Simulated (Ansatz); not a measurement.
# CsTi (P1) in Ansatz: convergence with smearing width

Aim: find how far smearing width must go before the results for CsTi settle, at LDA. This setting moves, with any that are tied to it; all else stays.

Everything below comes from runs of Ansatz 0.2.0. Logs are shortened: lines on timing, memory, paths and dates and some standing lists are left out, and cuts for length are marked.

## (1) The cell of the first run

The typed cell holds 2 atoms: a = 4.256 Å, b = 4.256 Å, c = 4.256 Å, α = 60.00°, β = 60.00°, γ = 60.00°.

The cell was built by a generator and needn't be a form met in nature.

The cell isn't the ideal one: atoms moved at random, drawn with an rms of 0.05 Å.

## (2) With smearing width 0.3 eV

Contents of input.yaml:

```yaml
crystal:
  lattice:
    - [0.0, 3.0095975, 3.0095975]
    - [3.0095975, 0.0, 3.0095975]
    - [3.0095975, 3.0095975, 0.0]
  atoms:
    - { symbol: Cs, position: [0.006154, -0.003873, -0.007553] }
    - { symbol: Ti, position: [0.492802, 0.499429, 0.499564] }
hamiltonian:
  xc: lda
  pseudopotentials: { kind: paw, source: jth, xc_functional: pbe }
kpoints:
  mp_grid: { grid: [6, 6, 6] }
scf:
  occupations: { method: gaussian, width: 0.3 }
output:
  forces: true
  stress: true
  eigenvalues: true
```

Potentials or basis: JTH PAW.

Launch:

```console
$ ansatz run input.yaml --threads 2 --pin off --max-ram 5632MiB --backend cpu --events-out ev --progress --plain --runs-dir out
```

It took 22 s on 2 threads of Arm Neoverse V1, shared host; peak memory 0.66 GiB.

What came out:

```
Free energy            : -7937.0725 eV
Pressure               : 2.0 GPa
Largest force          : 0.025 eV/Å
Band gap on the k mesh : none (metal or under the smearing width)
```

## (3) With smearing width 0.2 eV

Edit input.yaml of step 2 so:

```diff
@@ -14,3 +14,3 @@
 scf:
-  occupations: { method: gaussian, width: 0.3 }
+  occupations: { method: gaussian, width: 0.2 }
 output:
```

Potentials or basis: JTH PAW.

Launch:

```console
$ ansatz run input.yaml --threads 2 --pin off --max-ram 5632MiB --backend cpu --events-out ev --progress --plain --runs-dir out
```

Run time: 23 s. Hardware: 2 threads of Arm Neoverse V1, shared host; peak memory 0.66 GiB.

What came out:

```yaml
Free_energy: -7937.0142 eV
Pressure: 1.7 GPa
Largest_force: 0.024 eV/Å
Band_gap_on_the_k_mesh: none (metal or under the smearing width)
```

## (4) With smearing width 0.15 eV

Edit input.yaml of step 3 so:

```diff
@@ -14,3 +14,3 @@
 scf:
-  occupations: { method: gaussian, width: 0.2 }
+  occupations: { method: gaussian, width: 0.15 }
 output:
```

Launch:

```console
$ ansatz run input.yaml --threads 2 --pin off --max-ram 5632MiB --backend cpu --events-out ev --progress --plain --runs-dir out
```

It took 25 s on 2 threads of Arm Neoverse V1, shared host; peak memory 0.66 GiB.

What came out:

- Free energy: -7936.9937 eV
- Pressure: 1.7 GPa
- Largest force: 0.022 eV/Å
- Band gap on the k mesh: none (metal or under the smearing width)

## (5) With smearing width 0.1 eV

Edit input.yaml of step 4 so:

```diff
@@ -14,3 +14,3 @@
 scf:
-  occupations: { method: gaussian, width: 0.15 }
+  occupations: { method: gaussian, width: 0.1 }
 output:
```

Launch:

```console
$ ansatz run input.yaml --threads 2 --pin off --max-ram 5632MiB --backend cpu --events-out ev --progress --plain --runs-dir out
```

Run time: 21 s. Hardware: 2 threads of Arm Neoverse V1, shared host; peak memory 0.66 GiB.

Results:

| Item | Value |
| --- | --- |
| Free energy | -7936.9789 eV |
| Pressure | 1.7 GPa |
| Largest force | 0.018 eV/Å |
| Band gap on the k mesh | none (metal or under the smearing width) |

## (6) With smearing width 0.05 eV

Edit input.yaml of step 5 so:

```diff
@@ -14,3 +14,3 @@
 scf:
-  occupations: { method: gaussian, width: 0.1 }
+  occupations: { method: gaussian, width: 0.05 }
 output:
```

Potentials or basis: JTH PAW.

Launch:

```console
$ ansatz run input.yaml --threads 2 --pin off --max-ram 5632MiB --backend cpu --events-out ev --progress --plain --runs-dir out
```

It took 20 s on 2 threads of Arm Neoverse V1, shared host; peak memory 0.67 GiB.

The run converged. Its results:

* Free energy: -7936.9685 eV
* Pressure: 1.7 GPa
* Largest force: 0.017 eV/Å
* Band gap on the k mesh: none (metal or under the smearing width)

## (7) With smearing width 0.025 eV

Edit input.yaml of step 6 so:

```diff
@@ -14,3 +14,3 @@
 scf:
-  occupations: { method: gaussian, width: 0.05 }
+  occupations: { method: gaussian, width: 0.025 }
 output:
```

Launch:

```console
$ ansatz run input.yaml --threads 2 --pin off --max-ram 5632MiB --backend cpu --events-out ev --progress --plain --runs-dir out
```

Wall time 21 s (2 threads of Arm Neoverse V1, shared host); peak memory 0.66 GiB.

Results (log left out):

* Free energy: -7936.9647 eV
* Pressure: 1.9 GPa
* Largest force: 0.019 eV/Å
* Band gap on the k mesh: none (metal or under the smearing width)

## (8) With smearing width 0.01 eV

Edit input.yaml of step 7 so:

```diff
@@ -14,3 +14,3 @@
 scf:
-  occupations: { method: gaussian, width: 0.025 }
+  occupations: { method: gaussian, width: 0.01 }
 output:
```

Launch:

```console
$ ansatz run input.yaml --threads 2 --pin off --max-ram 5632MiB --backend cpu --events-out ev --progress --plain --runs-dir out
```

Wall time 17 s (2 threads of Arm Neoverse V1, shared host); peak memory 0.66 GiB.

Results (log left out):

| Property | Result |
| --- | --- |
| Free energy | -7936.9636 eV |
| Pressure | 2.0 GPa |
| Largest force | 0.021 eV/Å |
| Band gap on the k mesh | none (metal or under the smearing width) |

## (9) With smearing width 0.005 eV

Edit input.yaml of step 8 so:

```diff
@@ -14,3 +14,3 @@
 scf:
-  occupations: { method: gaussian, width: 0.01 }
+  occupations: { method: gaussian, width: 0.005 }
 output:
```

Potentials or basis: JTH PAW.

Launch:

```console
$ ansatz run input.yaml --threads 2 --pin off --max-ram 5632MiB --backend cpu --events-out ev --progress --plain --runs-dir out
```

The program printed:

```text
Warning: the checks of this Cs dataset prove no rule for summing its radial tables, as where they were carried onto another mesh than they were made on, and Gregory's rule is taken, under which a leading mesh point left out moves its sums only by what lay on the interval it spanned. That does not make them correct, and they differ from Quantum ESPRESSO's on this file; a re-export a fraction of a mesh step off can move them. hamiltonian.pseudopotentials.radial_quadrature: simpson_from_first_knot sums it by `pw.x`'s rule; on a PAW file no value gives `pw.x`'s numbers. What more to know: hamiltonian.pseudopotentials.radial_quadrature, in the input reference
Warning: the checks of this Ti dataset prove no rule for summing its radial tables, as where they were carried onto another mesh than they were made on, and Gregory's rule is taken, under which a leading mesh point left out moves its sums only by what lay on the interval it spanned. That does not make them correct, and they differ from Quantum ESPRESSO's on this file; a re-export a fraction of a mesh step off can move them. hamiltonian.pseudopotentials.radial_quadrature: simpson_from_first_knot sums it by `pw.x`'s rule; on a PAW file no value gives `pw.x`'s numbers. What more to know: hamiltonian.pseudopotentials.radial_quadrature, in the input reference
Warning: RAYON_NUM_THREADS=2 ignored (pool sized by the plan → 2); use --threads N
Engine: ansatz 0.2.0, aarch64-unknown-linux-gnu
Pseudopotentials: kind: paw
Pseudopotential: Cs, paw, valence charge 9, recommended cutoff 1200 eV (normal), Cs.paw.azcp
Pseudopotential: Ti, paw, valence charge 12, recommended cutoff 1230 eV (normal), Ti.paw.azcp
Functional definition: SPW92
  exchange = slater_x
  correlation = pw_c
Crystal: 2 atoms, lattice volume = 54.520 Å³
Basis set: ecut = 1230 eV, 5329 PW (Γ)
Bands: 15, of which v1, the nominal top of the filled ones, is band 11 counted from 1 (10 counted from 0)
Symmetry: 1 space group operations
Space group: P1 (ITA 1), of the structure as read, at distance tolerance 3.8e-5 Å
k-points: 112 of 216 (time reversal used)
Non-local potential: Cs, projectors of the file, l = 0: 2, l = 1: 2, l = 2: 2
Non-local potential: Ti, projectors of the file, l = 0: 2, l = 1: 2, l = 2: 2
PAW form: soft (Blöchl's): semilocal exchange-correlation on the pseudo side does not see the compensation charge
PAW frozen core: Cs, regenerated for the run's functional, and the local potential with it (the file was generated under x = pbe(κ = 0.804, μ = 0.2195149727645171), c = pbe(β = 0.06672455060314922))
PAW frozen core: Ti, regenerated for the run's functional, and the local potential with it (the file was generated under x = pbe(κ = 0.804, μ = 0.2195149727645171), c = pbe(β = 0.06672455060314922))
PAW one-centre angular grid: Cs, 590 points (default); XC on 64 Gauss nodes
PAW one-centre angular grid: Ti, 590 points (default); XC on 64 Gauss nodes
Initial density: superposition of atomic densities (chi_scale 0.1, normalization cell, long waves kept (reshape's long-wave potential 0.00 eV rms))
Initial wavefunctions: pseudopotential atomic-orbital guess
Functional: x = slater, c = lda
SCF iter   1: F=—  HF=-7939.211149 eV  |F-HF|=—  |Δ(HF+E_count)|=         —  Δρ=1.13e-1  dr2=1.11e1  ethr=3.10e-3  ⟨swp⟩=7.4  Hψ=11815  notcnv=0
preconditioner: auto → Kerker (q_TF=auto, 2.327 Å⁻¹)  [metal: Δε(μ)=0.000 eV  Ē_g=7.868 eV  σ=0.005 eV  W_gap=0.03  n_scr=14 (ndim 8)  ℏωp=16.7 eV  f_vac=0.000  D(μ)=26.38/eV (n_scr^D=748)]
SCF iter   2: F=—  HF=-7937.117326 eV  |F-HF|=—  |Δ(HF+E_count)|=    2.09e0  Δρ=4.03e-2  dr2=9.05e-1  ethr=3.10e-3  ⟨swp⟩=4.1  Hψ=5034  notcnv=0  defer=64
SCF iter   3: F=—  HF=-7937.002978 eV  |F-HF|=—  |Δ(HF+E_count)|=   1.14e-1  Δρ=1.51e-2  dr2=1.90e-1  ethr=3.10e-3  ⟨swp⟩=3.7  Hψ=3158  notcnv=0  defer=60
SCF iter   4: F=—  HF=-7936.990725 eV  |F-HF|=—  |Δ(HF+E_count)|=   1.23e-2  Δρ=1.87e-2  dr2=2.56e-1  ethr=9.07e-4  ⟨swp⟩=2.9  Hψ=2968  notcnv=0  defer=42
SCF iter   5: F=—  HF=-7936.973865 eV  |F-HF|=—  |Δ(HF+E_count)|=   1.69e-2  Δρ=1.06e-2  dr2=8.12e-2  ethr=9.07e-4  ⟨swp⟩=2.1  Hψ=2262  notcnv=0  defer=50
SCF iter   6: F=—  HF=-7936.965805 eV  |F-HF|=—  |Δ(HF+E_count)|=   8.06e-3  Δρ=5.20e-3  dr2=1.73e-2  ethr=3.87e-4  ⟨swp⟩=2.1  Hψ=2109  notcnv=0  defer=50
SCF iter   7: F=—  HF=-7936.964552 eV  |F-HF|=—  |Δ(HF+E_count)|=   1.25e-3  Δρ=3.59e-3  dr2=8.28e-3  ethr=8.24e-5  ⟨swp⟩=2.1  Hψ=2164  notcnv=0  defer=50
SCF iter   8: F=—  HF=-7936.963748 eV  |F-HF|=—  |Δ(HF+E_count)|=   8.04e-4  Δρ=2.20e-3  dr2=2.71e-3  ethr=3.94e-5  ⟨swp⟩=2.1  Hψ=2110  notcnv=0  defer=50
SCF iter   9: F=—  HF=-7936.963405 eV  |F-HF|=—  |Δ(HF+E_count)|=   3.43e-4  Δρ=7.06e-4  dr2=2.61e-4  ethr=1.29e-5  ⟨swp⟩=2.1  Hψ=2354  notcnv=0  defer=50
SCF iter  10: F=—  HF=-7936.963368 eV  |F-HF|=—  |Δ(HF+E_count)|=   3.69e-5  Δρ=1.41e-4  dr2=1.27e-5  ethr=1.24e-6  ⟨swp⟩=2.2  Hψ=2419  notcnv=0  defer=50
SCF iter  11: F=—  HF=-7936.963353 eV  |F-HF|=—  |Δ(HF+E_count)|=   1.56e-5  Δρ=8.22e-5  dr2=3.44e-6  ethr=6.03e-8  ⟨swp⟩=1.2  Hψ=1702  notcnv=0  defer=50
SCF iter  12: F=—  HF=-7936.963352 eV  |F-HF|=—  |Δ(HF+E_count)|=   2.90e-7  Δρ=5.50e-5  dr2=9.08e-7  ethr=1.64e-8  ⟨swp⟩=1.9  Hψ=1824  notcnv=0  defer=50
SCF iter  13: F=-7936.963352 eV  HF=-7936.963352 eV  |F-HF|=1.95e-9  |Δ(HF+E_count)|=   1.68e-7  Δρ=8.13e-6  dr2=2.00e-8  ethr=4.76e-10  ⟨swp⟩=5.7  Hψ=7580  notcnv=0
SCF 1 converged in 13 iterations: F = -7936.963352 eV  dr2 = 2.00e-8
SCF converged after 13 iterations
Free energy (F): -7936.963352 eV
Harris-Foulkes:  -7936.963352 eV  (|F-HF|=1.95e-9)
Internal energy: -7936.963171 eV  (E = F + TS)
E sigma→0 (E₀):  -7936.963262 eV
Entropy (-TS):   -0.000181 eV (-0.091 meV/atom)
Fermi energy:    10.762905 eV
--- Per-component energies (eV) ---
  E_band       = -195.460384
  E_kinetic    = 363.393974
  E_local      = -1279.647810  (includes V_loc(G=0)·N_el)
  E_nonlocal   = 140.593764
  E_hartree    = 488.519992
  E_xc         = -420.559667
  E_vxc        = -240.249794  (∫ρ·V_xc dr)
  E_paw        = -5714.506645  (= ΣΔE_a)
  E_vpaw       = -156.589461  (= ΣTr[D̂ρ^β])
  E_aug_tail   = 0.000001  (compensation charges beyond the density's cutoff)
  E_ewald      = -1515.351427
  E_core_change = 0.594647  (= ΣΔE_core)
  E_smearing   = -0.000181  (= −TS)
  E_closure    = -0.000000  (closes the sum)
  Σ components = -7936.963352   (vs F -7936.963352, Δ=0.00e0)
--- Forces (eV/Å), atoms counted from 1 ---
  atom   1  Cs    -0.01405954     0.00987037     0.01382367
  atom   2  Ti     0.01405719    -0.00986859    -0.01381958
  max |Σ_I F_I| component: 4.09e-6 eV/Å
--- Stress (GPa, compression-positive) ---
        1.984399       0.030224       0.054918
        0.030224       1.970936      -0.028637
        0.054918      -0.028637       1.982845
  P = ⅓ Tr σ = 1.9794 GPa (19.794 kbar)
--- Band table (eV; the first three rows and the last of 112) ---
  k-point 0: bands = ["-45.9148", "-22.5379", "-22.5379", "-22.5372", "-12.1386", "1.5896", "1.5908", "1.5925", "8.1440", "9.8990", "9.9002", "9.9054", "10.0183", "10.0196", "16.4642"]
  k-point 1: bands = ["-45.9146", "-22.5431", "-22.5383", "-22.5376", "-12.0859", "1.1020", "1.4819", "1.4850", "8.8857", "10.0151", "10.1461", "10.1484", "10.3918", "10.3994", "15.0401"]
  k-point 2: bands = ["-45.9142", "-22.5535", "-22.5389", "-22.5382", "-11.9776", "0.3091", "1.2818", "1.2849", "9.7312", "10.7618", "10.7624", "10.8786", "11.2762", "11.2808", "13.7552"]
  k-point 111: bands = ["-45.9140", "-22.5588", "-22.5392", "-22.5385", "-11.9219", "-0.0312", "1.1892", "1.1910", "10.1410", "10.9897", "11.2151", "11.2199", "12.0180", "12.0212", "12.9649"]
```

Wall time 21 s (2 threads of Arm Neoverse V1, shared host); peak memory 0.66 GiB.

Results:

| Property | Result |
| --- | --- |
| Free energy | -7936.9634 eV |
| Pressure | 2.0 GPa |
| Largest force | 0.022 eV/Å |
| Band gap on the k mesh | none (metal or under the smearing width) |

## (10) Summary

```tsv
smearing width	energy less the tightest run, at zero smearing (meV/atom)	pressure (GPa)	largest force (eV/Å)	SCF cycles	CPU time (s)	peak memory (GiB)
0.3 eV	-2.16	1.99	0.025	10	39	0.66
0.2 eV	-2.12	1.74	0.024	10	43	0.66
0.15 eV	-2.02	1.68	0.022	10	47	0.66
0.1 eV	-1.64	1.66	0.018	10	41	0.66
0.05 eV	-0.41	1.74	0.017	11	40	0.67
0.025 eV	-0.01	1.87	0.019	11	40	0.66
0.01 eV	-0.04	1.97	0.021	9	34	0.66
0.005 eV	0.00	1.98	0.022	13	42	0.66
```

Against the tightest run, the energy stays within 1 meV/atom from 0.05 eV on; the pressure stays within 0.1 GPa from 0.01 eV on; the largest force stays within 0.005 eV/Å from 0.025 eV on. Narrower smearing needs a denser k mesh, so at a fixed mesh the narrowest width isn't the most accurate. The tightest run that finished is the yardstick and may itself not be fully converged.
